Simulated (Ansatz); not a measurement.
# CH₆ClNSSi: a ladder of functionals and wavefunction methods

The task here is to estimate one member of a computed series from the others.

Program: Ansatz 0.2.0, Gaussian basis. Level of theory: functionals in def2-TZVPP, the program's frozen cores in correlated methods. These are calculated values, not measurements.

Levels to be run: LDA (SPW92), PBE-D4, revPBE-D4, BLYP-D4, r2SCAN-D4, B97M-V, PBE0-D4, B3LYP-D4, r2SCANh-D4, r2SCAN0-D4, HSE06-D4, BHLYP-D4, CAM-B3LYP-D4, LC-ωPBE, ωB97X-V, ωB97M-V, B2PLYP, PBE-QIDH; CCSD(T)/def2-SVP; CCSD(T)/def2-TZVPP; MP2/def2-QZVPP; extrapolation to the limit; RPA on PBE.

**Structure used throughout**

The geometry comes from an earlier relaxation with PBE0-D4 in a triple-zeta def2 set; it is a stationary point, not always the lowest conformer.

SMILES `CS[SiH](N)Cl`, 11 atoms, charge 0, spin multiplicity 1.

Atoms are counted from 1 here; the program's logs count them from 0.

Bond lengths: C1–S2 1.817 Å, C1–H6 1.089 Å, C1–H7 1.089 Å, C1–H8 1.089 Å, S2–Si3 2.108 Å, Si3–N4 1.703 Å, Si3–Cl5 2.061 Å, Si3–H9 1.481 Å, N4–H10 1.006 Å, N4–H11 1.007 Å. Angles: S2–C1–H6 106.8°, S2–C1–H7 110.7°, S2–C1–H8 110.3°, H6–C1–H7 109.6°, H6–C1–H8 109.4°, H7–C1–H8 110.0°, C1–S2–Si3 100.1°, S2–Si3–N4 110.5°, S2–Si3–Cl5 113.5°, S2–Si3–H9 104.5°, N4–Si3–Cl5 104.2°, N4–Si3–H9 117.6°, Cl5–Si3–H9 106.8°, Si3–N4–H10 120.9°, Si3–N4–H11 120.8°, H10–N4–H11 112.8°.

Set-up of the first run:

File in.yaml:

```yaml
crystal:
  periodic: [false, false, false]
  atoms:
    - {symbol: C, position_ang: [-0.440360, 1.364464, -1.194670]}
    - {symbol: S, position_ang: [1.095074, 1.246203, -0.229896]}
    - {symbol: Si, position_ang: [0.589505, -0.326410, 1.079727]}
    - {symbol: N, position_ang: [0.107785, -1.703239, 0.201377]}
    - {symbol: Cl, position_ang: [-1.027563, 0.097393, 2.285430]}
    - {symbol: H, position_ang: [-0.224836, 1.997910, -2.054051]}
    - {symbol: H, position_ang: [-0.755519, 0.380205, -1.537173]}
    - {symbol: H, position_ang: [-1.228572, 1.820579, -0.597498]}
    - {symbol: H, position_ang: [1.764489, -0.457769, 1.971929]}
    - {symbol: H, position_ang: [-0.518731, -2.380424, 0.603574]}
    - {symbol: H, position_ang: [0.704230, -2.095811, -0.508249]}
basis:
  gaussian: {orbitals: def2-TZVPP}
hamiltonian: {xc: lda}
output: {orbitals: {seedname: orbitals}}
```

Run with:

```bash
> ansatz run in.yaml --threads 4 --pin off --events-out ev --progress --plain --max-ram 10444MiB
```

Steps of the session up to this table: LDA; PBE-D4 (GGA); revPBE-D4 (GGA); BLYP-D4 (GGA); r2SCAN-D4 (meta-GGA); B97M-V (meta-GGA); PBE0-D4 (hybrid); B3LYP-D4 (hybrid); r2SCANh-D4 (hybrid); r2SCAN0-D4 (hybrid); HSE06-D4 (hybrid); BHLYP-D4 (hybrid); CAM-B3LYP-D4 (range-separated); LC-ωPBE (range-separated); ωB97X-V (range-separated); ωB97M-V (range-separated); B2PLYP (double hybrid); PBE-QIDH (double hybrid).

One table of the session follows, with a row left open; its other results are not shown here.

It belongs to the step «Orbital energies across the functionals». 

```
  functional  HOMO (eV)  gap (eV)
 LDA (SPW92)      -6.04      5.13
      PBE-D4      -5.93      5.22
   revPBE-D4      -5.88      5.27
     BLYP-D4      -5.76      5.17
   r2SCAN-D4      -6.19      5.82
      B97M-V      -6.30      5.84
     PBE0-D4      -7.14      7.38
    B3LYP-D4      -6.89      6.88
  r2SCANh-D4      -6.64      6.61
  r2SCAN0-D4          ?         ?
    HSE06-D4      -6.74      6.60
    BHLYP-D4      -8.21      9.34
CAM-B3LYP-D4      -8.45      9.70
     LC-ωPBE      -9.86     12.36
     ωB97X-V      -9.50     11.82
     ωB97M-V      -9.33     11.32
```

Estimate the missing values for r2SCAN0-D4.

Worked estimate for «HOMO (eV)». Against the share of exact exchange, r2SCAN-D4 (0, -6.19), r2SCANh-D4 (0.1, -6.64) give a slope of -4.50 per unit share; at 0.25 the line stands at -7.31.

The run gave: HOMO (eV): -7.31; gap (eV): 7.77. In «HOMO (eV)» the line misses by 0.00.
